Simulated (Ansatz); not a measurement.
# GeHO (quartet): wave-function methods side by side, cc-pVDZ

One table from this session's results is given with a row withheld; the runs are named, their logs left out.

Computed with Ansatz 0.2.0, Gaussian basis. Level: cc-pVDZ, core rule «outside noble gas», up to 15 orbitals frozen.

Plan: UHF; CCSD(T) on ROHF; CCSD(T) on UHF; BCCD(T) on ROHF; CISD; CCSDT(Q) on ROHF; CCSDT(Q) on UHF; CCSDTQ on ROHF; CCSDTQ on UHF.

9 further runs of the same task are left out: 4 for a known fault of the program, 5 set aside as unsound or not needed.

## What is computed

The geometry is a PBE0/def2-TZVP stationary point (not a proven minimum). No spin-orbit coupling is included. The filled d shell of Ge may be among the frozen orbitals whatever the setting's name suggests; the logs give the count.

3 atoms, charge 0, spin multiplicity 4.

Atoms are counted from 1 here; the program's logs count them from 0.

Bond lengths: Ge1–O2 1.855 Å, Ge1–H3 1.563 Å. Angles: O2–Ge1–H3 114.5°.

The first run:

Input file in.yaml:

```yaml
crystal:
  periodic: [false, false, false]
  atoms:
    - {symbol: Ge, position_ang: [0.000000, -0.037540, 0.321995]}
    - {symbol: O, position_ang: [0.000000, 0.086176, -1.528961]}
    - {symbol: H, position_ang: [0.000000, 1.337542, 1.064259]}
basis:
  gaussian: {orbitals: cc-pVDZ}
magnetization: {spin_polarized: true, initial_magnetization: 3}
hamiltonian: {xc: hf}
output: {orbitals: {seedname: orbitals}}
```

Run with:

```
$ ansatz run in.yaml --threads 1 --pin off --events-out ev --progress --plain --max-ram 2816MiB --backend cpu
```

Among the steps run: UHF; CCSD(T) on ROHF; CCSD(T) on UHF; BCCD(T) on ROHF; CISD; CCSDT(Q) on ROHF; CCSDT(Q) on UHF; CCSDTQ on ROHF; CCSDTQ on UHF.

One of the session's tables, all rows but one given; the rest of the session is left out.

```
   method  from UCCSDTQ (kcal/mol)
     ROHF                  +150.82
      UHF                  +146.18
     RMP2                   +21.29
     UMP2                   +21.06
    RCCSD                    +4.68
    UCCSD                    +4.34
 RCCSD(T)                    +1.26
 UCCSD(T)                        ?
  BCCD(T)                    +1.27
   RCCSDT                    +0.57
   UCCSDT                    +0.33
RCCSDT(Q)                    +0.26
UCCSDT(Q)                    -0.03
  RCCSDTQ                    +0.24
  UCCSDTQ                        0
```

Estimate the missing values for UCCSD(T).

**Answer.** from UCCSDTQ (kcal/mol): +1.03. In the column «from UCCSDTQ (kcal/mol)» it lies between RCCSDT (+0.57) and RCCSD(T) (+1.26).

Some runs used a GPU and others CPU threads alone; cost is compared among the CPU runs only.

Among the levels timed on like hardware, those that no quicker one beats, quickest first: UCCSD(T) (6 s, +1.03 kcal/mol); UCCSDT(Q) (18 s, -0.03 kcal/mol).

To keep in mind: Restricted and unrestricted rows rest on different reference determinants; where their highest levels disagree by more than a few hundredths of an eV, they describe different states and don't form one ladder.
